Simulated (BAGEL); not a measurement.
# CH3ClF2Si (SMILES FC(F)[SiH2]Cl): PBE0/cc-pVDZ (density fitting with qzvpp-jkfit)

What is the energy change on altering one bond length of CH3ClF2Si at PBE0/cc-pVDZ (density fitting with qzvpp-jkfit)? 

The calculation is run with BAGEL 1.2.2.

**1. The system as given**

CH3ClF2Si: 8 atoms, total charge 0, spin state singlet. SMILES: `FC(F)[SiH2]Cl`. Geometry: relaxed at GFN2-xTB. This is one conformer, not always the lowest.

Bond lengths: F1–C2 1.363 Å, C2–F3 1.362 Å, C2–Si4 1.944 Å, Si4–Cl5 1.998 Å, C2–H6 1.100 Å, Si4–H7 1.456 Å, Si4–H8 1.457 Å. Some angles: F1–C2–F3 105.9°, F1–C2–Si4 110.5°, F3–C2–Si4 110.6°, C2–Si4–Cl5 106.4°, F1–C2–H6 106.7°, F3–C2–H6 106.7°, Si4–C2–H6 115.9°, C2–Si4–H7 106.6°, C2–Si4–H8 105.9°, Cl5–Si4–H7 111.8°.

**2. The energy at PBE0/cc-pVDZ (density fitting with qzvpp-jkfit)**

dft.json reads:

```json
{ "bagel" : [

{
  "title" : "molecule",
  "basis" : "cc-pvdz.json",
  "df_basis" : "qzvpp-jkfit",
  "angstrom" : "true",
  "geometry" : [
    { "atom" : "F", "xyz" : [    0.012580,   -0.575640,    1.812580 ] },
    { "atom" : "C", "xyz" : [    0.648480,   -0.086290,    0.711180 ] },
    { "atom" : "F", "xyz" : [    1.641910,   -0.973670,    0.427490 ] },
    { "atom" : "Si", "xyz" : [   -0.589030,    0.055360,   -0.781940 ] },
    { "atom" : "Cl", "xyz" : [   -1.695220,    1.685130,   -0.445590 ] },
    { "atom" : "H", "xyz" : [    1.139070,    0.848720,    1.019520 ] },
    { "atom" : "H", "xyz" : [   -1.395900,   -1.156230,   -0.770430 ] },
    { "atom" : "H", "xyz" : [    0.238110,    0.202610,   -1.972810 ] }
  ]
},
{ "title" : "ks", "xc_func" : "pbe0" },
{ "title" : "print", "file" : "orbitals.molden", "orbitals" : "true" }

]}
```

The basis set cc-pVDZ is read from a file made from the Basis Set Exchange's data (not shown).

The run is started by

```bash
$ BAGEL_NUM_THREADS=1 BAGEL dft.json > dft.out
```

Log:

```text
* using 1 threads per process

  ===============================================================
  ===============================================================

  *** Geometry ***

  { "atom" : "F", "xyz" : [      0.023773,     -1.087802,      3.425280 ] },
  { "atom" : "C", "xyz" : [      1.225450,     -0.163064,      1.343935 ] },
  { "atom" : "F", "xyz" : [      3.102760,     -1.839970,      0.807839 ] },
  { "atom" : "Si", "xyz" : [     -1.113105,      0.104615,     -1.477652 ] },
  { "atom" : "Cl", "xyz" : [     -3.203502,      3.184434,     -0.842043 ] },
  { "atom" : "H", "xyz" : [      2.152530,      1.603848,      1.926614 ] },
  { "atom" : "H", "xyz" : [     -2.637869,     -2.184958,     -1.455902 ] },
  { "atom" : "H", "xyz" : [      0.449963,      0.382877,     -3.728071 ] },

  Number of auxiliary basis functions:      539

  Since a DF basis is specified, we compute 2- and 3-index integrals:
    o Being stored without compression. Storage requirement is 0.037 GB

  Number of basis functions:       93
  Number of electrons      :       58

    * METHOD: MOLECULE                             0.81

  *** Kohn-Sham DFT ***

    * Removing 15067 points whose weight is below 1.00e-10
    * Grid points: 104181

  === Nuclear Repulsion ===
   292.6642019687

       - DIIS with orbital gradients will be used.

  === KS iteration (pbe0 / cc-pvdz.json) ===
      0       -961.35689116          0.09544831           0.99
      1       -910.81144714          0.15579085           1.23
      2       -821.77162561          0.22407191           1.09
      3       -978.06888574          0.06825616           1.03
      4       -987.56245546          0.03607681           0.98
      5       -988.55737327          0.01500583           0.91
      6       -988.75187024          0.00781950           1.10
      7       -988.81160982          0.00230307           1.15
      8       -988.81499235          0.00144774           1.06
      9       -988.81701344          0.00035920           1.04
     10       -988.81711527          0.00004245           1.06
     11       -988.81711648          0.00000747           1.01
     12       -988.81711655          0.00000416           0.99
     13       -988.81711657          0.00000080           1.04
     14       -988.81711657          0.00000023           1.13
     15       -988.81711657          0.00000006           1.15
     16       -988.81711657          0.00000004           1.17
     17       -988.81711657          0.00000001           1.10
     18       -988.81711657          0.00000000           1.07
    * SCF iteration converged.

    * Permanent dipole moment:
           (    0.010997,    -0.234162,     0.492362) a.u.

    * METHOD: KS                                  22.04

    * METHOD: PRINT                                0.02

  ===============================================================
```

It took 23 s on 1 thread of Intel Xeon at 2.50GHz (Skylake/Cascade Lake), shared host; peak memory 0.49 GiB.

**3. The distorted shape, same level**

calc.json reads:

```json
{ "bagel": [

{
  "title": "molecule",
  "basis": "cc-pvdz.json",
  "df_basis": "qzvpp-jkfit",
  "angstrom": true,
  "geometry": [
    { "atom": "F", "xyz": [      -0.379894,      -1.323651,       1.565907 ] },
    { "atom": "C", "xyz": [       0.256006,      -0.834301,       0.464507 ] },
    { "atom": "F", "xyz": [       1.249436,      -1.721681,       0.180817 ] },
    { "atom": "Si", "xyz": [      -0.981504,      -0.692651,      -1.028613 ] },
    { "atom": "Cl", "xyz": [      -2.087694,       0.937119,      -0.692263 ] },
    { "atom": "H", "xyz": [       1.139070,       0.848720,       1.019520 ] },
    { "atom": "H", "xyz": [      -1.788374,      -1.904241,      -1.017103 ] },
    { "atom": "H", "xyz": [      -0.154364,      -0.545401,      -2.219483 ] }
  ]
},

{ "title": "ks", "xc_func": "pbe0" },

{ "title": "print", "file": "orbitals.molden", "orbitals": true }

]}
```

The basis set cc-pVDZ is read from a file made from the Basis Set Exchange's data (not shown).

The run is started by

```bash
$ BAGEL_NUM_THREADS=1 BAGEL calc.json > calc.out
```

Log:

```text
* using 1 threads per process

  ===============================================================
  ===============================================================

  *** Geometry ***

  { "atom" : "F", "xyz" : [     -0.717896,     -2.501338,      2.959135 ] },
  { "atom" : "C", "xyz" : [      0.483781,     -1.576600,      0.877791 ] },
  { "atom" : "F", "xyz" : [      2.361092,     -3.253506,      0.341695 ] },
  { "atom" : "Si", "xyz" : [     -1.854774,     -1.308921,     -1.943797 ] },
  { "atom" : "Cl", "xyz" : [     -3.945170,      1.770898,     -1.308187 ] },
  { "atom" : "H", "xyz" : [      2.152530,      1.603848,      1.926614 ] },
  { "atom" : "H", "xyz" : [     -3.379537,     -3.598494,     -1.922046 ] },
  { "atom" : "H", "xyz" : [     -0.291706,     -1.030659,     -4.194215 ] },

  Number of auxiliary basis functions:      539

  Since a DF basis is specified, we compute 2- and 3-index integrals:
    o Being stored without compression. Storage requirement is 0.037 GB

  Number of basis functions:       93
  Number of electrons      :       58

    * METHOD: MOLECULE                             0.84

  *** Kohn-Sham DFT ***

    * Removing 14305 points whose weight is below 1.00e-10
    * Grid points: 104943

  === Nuclear Repulsion ===
   289.1760865494

       - DIIS with orbital gradients will be used.

  === KS iteration (pbe0 / cc-pvdz.json) ===
      0       -962.27600954          0.09237150           1.05
      1       -915.89020399          0.19470519           0.99
      2       -819.52144069          0.21733809           0.98
      3       -930.17683422          0.25766133           0.81
      4       -984.75285259          0.05068730           0.82
      5       -985.29042052          0.06454717           1.12
      6       -988.39531780          0.01825738           0.87
      7       -988.56802294          0.01192318           1.04
      8       -988.68643105          0.00331880           0.90
      9       -988.69873331          0.00124461           0.93
     10       -988.69988129          0.00056211           0.88
     11       -988.70016713          0.00005614           0.89
     12       -988.70016844          0.00003092           0.87
     13       -988.70016954          0.00000942           0.98
     14       -988.70016963          0.00000281           0.78
     15       -988.70016964          0.00000194           0.77
     16       -988.70016964          0.00000048           1.04
     17       -988.70016964          0.00000015           1.16
     18       -988.70016964          0.00000005           1.07
     19       -988.70016964          0.00000003           1.09
     20       -988.70016964          0.00000001           1.14
     21       -988.70016964          0.00000000           0.83
    * SCF iteration converged.

    * Permanent dipole moment:
           (    0.304162,     0.226875,     0.680581) a.u.

    * METHOD: KS                                  22.63

    * METHOD: PRINT                                0.01

  ===============================================================
```

Run time: 24 s. Hardware: 1 thread of Intel Xeon at 2.50GHz (Skylake/Cascade Lake), shared host; peak memory 0.49 GiB.

**4. Summary of results**

At PBE0/cc-pVDZ (density fitting with qzvpp-jkfit):

| quantity | value |
| --- | --- |
| first shape: total energy | -988.81712 Eh |
| first shape: dipole moment | 1.39 D |
| first shape: HOMO energy | -8.38 eV |
| first shape: LUMO energy | 0.11 eV |
| first shape: HOMO–LUMO gap | 8.49 eV |
| distorted shape: total energy | -988.70017 Eh |
| distorted shape: dipole moment | 1.98 D |
| distorted shape: HOMO energy | -7.58 eV |
| distorted shape: LUMO energy | -2.10 eV |
| distorted shape: HOMO–LUMO gap | 5.48 eV |
| energy change with the C2–H6 bond stretched from 1.100 to 1.980 Å | 3.182 eV |

In words: With the C2–H6 bond stretched from 1.100 to 1.980 Å the energy rises by 3.18 eV (307 kJ/mol). The first shape isn't relaxed at this level, so the change isn't measured from a minimum. A restricted reference can't describe the breaking bond well at this length.
